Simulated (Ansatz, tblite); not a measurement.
# Closo-1-SB4 (no H on S) (B₄H₄S): one state, many levels

Aim: run the singlet of closo-1-SB4 (no H on S) (B₄H₄S) at one geometry on many levels, and compare frontier levels, spin and run time.

Program: Ansatz 0.2.0, Gaussian basis. Level of theory: as each input shows. These are calculated values, not measurements.

The runs, in order: GFN1-xTB, GFN2-xTB, PBE-D4/def2-TZVP, r2SCAN-D4/def2-TZVP, B3LYP-D4/def2-TZVP, revPBE-D4/def2-TZVP, HF/def2-TZVP, LC-ωPBE/def2-TZVP, B97M-V/def2-TZVP, ωB97X-V/def2-TZVP, r2SCAN0-D4/def2-TZVP, LC-ωPBE(0.10)/def2-TZVP, LC-ωPBE(0.15)/def2-TZVP, LC-ωPBE(0.20)/def2-TZVP, LC-ωPBE(0.30)/def2-TZVP, PBE-D4/def2-SVP, PBE0-D4/def2-SVP, HF/STO-3G, PBE0-D4/def2-TZVPD, PBE-D4/def2-TZVPD, r2SCAN-D4/def2-TZVPD, CCSD(T)/def2-TZVPP, MP2/def2-TZVP, RPA/def2-TZVP.

**1. The structure**

The singlet was relaxed beforehand with PBE0-D4/def2-SVP.

9 atoms, charge 0, spin multiplicity 1.

Bond lengths: B1–B2 1.866 Å, B1–S3 1.877 Å, B1–B4 1.653 Å, B1–B5 1.866 Å, B1–H6 1.198 Å, B2–S3 1.877 Å, B2–B4 1.653 Å, B2–B5 1.866 Å, B2–H7 1.198 Å, S3–B5 1.877 Å, B4–B5 1.653 Å, B4–H8 1.195 Å, B5–H9 1.198 Å. Angles: B2–B1–S3 60.2°, B2–B1–B4 55.6°, B2–B1–B5 60.0°, B2–B1–H6 149.8°, S3–B1–B4 104.3°, S3–B1–B5 60.2°, S3–B1–H6 121.6°, B4–B1–B5 55.6°, B4–B1–H6 134.1°, B5–B1–H6 149.8°, B1–B2–S3 60.2°, B1–B2–B4 55.6°, B1–B2–B5 60.0°, B1–B2–H7 149.8°, S3–B2–B4 104.3°, S3–B2–B5 60.2°, S3–B2–H7 121.6°, B4–B2–B5 55.6° and more.

PBE0-D4/def2-TZVP was run before; its log isn't repeated, and its numbers join the tables.

**2. GFN1-xTB**

Tight binding, by tblite at 300 K electronic temperature and without a spin-polarisation term:

```python
tblite.interface.Calculator('GFN1-xTB', numbers, positions, charge=0, uhf=0).singlepoint()
```

Energy -311.4856 eV, HOMO -11.24 eV, LUMO -6.67 eV; 0.016 s.

**3. GFN2-xTB**

Tight binding, by tblite at 300 K electronic temperature and without a spin-polarisation term:

```python
tblite.interface.Calculator('GFN2-xTB', numbers, positions, charge=0, uhf=0).singlepoint()
```

Energy -277.6246 eV, HOMO -9.82 eV, LUMO -5.91 eV; 0.009 s.

**4. PBE-D4/def2-TZVP**

start.molden holds the orbitals of an earlier run on this state, given as this run's starting guess.

Input file in.yaml:

```yaml
crystal:
  periodic: [false, false, false]
  atoms:
    - {symbol: B, position_ang: [0.253264, 0.804068, 0.705042]}
    - {symbol: B, position_ang: [0.806485, -0.706935, -0.239931]}
    - {symbol: S, position_ang: [1.056389, 0.999827, -0.980282]}
    - {symbol: B, position_ang: [-0.624702, -0.591254, 0.579697]}
    - {symbol: B, position_ang: [-0.667913, 0.273696, -0.828669]}
    - {symbol: H, position_ang: [0.432413, 1.600058, 1.582232]}
    - {symbol: H, position_ang: [1.599700, -1.588117, -0.411651]}
    - {symbol: H, position_ang: [-1.344310, -1.272301, 1.247367]}
    - {symbol: H, position_ang: [-1.511316, 0.480957, -1.653816]}
basis:
  gaussian: {orbitals: def2-TZVP, initial_orbitals: start.molden}
hamiltonian: {xc: pbe, dispersion: d4}
scf: {omitted_lower_state_checks: [starts]}
output: {orbitals: {seedname: orbitals}}
```

Run with:

```bash
$ ansatz run in.yaml --threads 4 --pin off --events-out ev --progress --plain --max-ram 3916MiB
```

Further steps of the session: r2SCAN-D4/def2-TZVP; B3LYP-D4/def2-TZVP; revPBE-D4/def2-TZVP; HF/def2-TZVP; LC-ωPBE/def2-TZVP; B97M-V/def2-TZVP; ωB97X-V/def2-TZVP; r2SCAN0-D4/def2-TZVP; LC-ωPBE(0.10)/def2-TZVP; LC-ωPBE(0.15)/def2-TZVP; LC-ωPBE(0.20)/def2-TZVP; LC-ωPBE(0.30)/def2-TZVP; PBE-D4/def2-SVP; PBE0-D4/def2-SVP; HF/STO-3G; PBE0-D4/def2-TZVPD; PBE-D4/def2-TZVPD; r2SCAN-D4/def2-TZVPD; CCSD(T)/def2-TZVPP; MP2/def2-TZVP; RPA/def2-TZVP.

**Question.** What will the summary of the whole plan be? Wanted: gap in def2-TZVP, named functionals and Hartree-Fock, smallest and largest; gap over the ω; correlation energy, CCSD(T)/def2-TZVPP; correlation energy, MP2/def2-TZVP; binding an atom, CCSD(T)/def2-TZVPP; PBE0 total energy, smallest basis above largest.

The runs gave:

| quantity | value |
| --- | --- |
| gap in def2-TZVP, named functionals and Hartree-Fock, smallest and largest | 4.94 eV (PBE-D4), 12.72 eV (HF) |
| gap over the ω (1/bohr) | 7.81 eV at 0.1, 11.70 eV at 0.4 |
| correlation energy, CCSD(T)/def2-TZVPP | -18.61 eV |
| correlation energy, MP2/def2-TZVP | -16.42 eV |
| binding an atom, CCSD(T)/def2-TZVPP | 3.798 eV |
| PBE0 total energy, smallest basis above largest | 6.55 eV (def2-SVP, def2-TZVPD) |

What this shows: Orbital gaps of the named functionals and Hartree-Fock in def2-TZVP span 4.94 eV (PBE-D4) to 12.72 eV (HF); exact exchange widens it. Raising the ω (1/bohr) from 0.1 to 0.4 moves the HOMO by -2.22 eV and the LUMO by +1.68 eV. A small miss in a minimal or small basis is a cancelling of errors, not accuracy. The functionals in def2-TZVP miss CCSD(T)/def2-TZVPP by +0.106 (B3LYP-D4) to +0.280 eV (PBE-D4) an atom. The reference is CCSD(T) in one finite basis, so it carries an error of its own, often a tenth of an eV or more, and near misses can't be ranked.
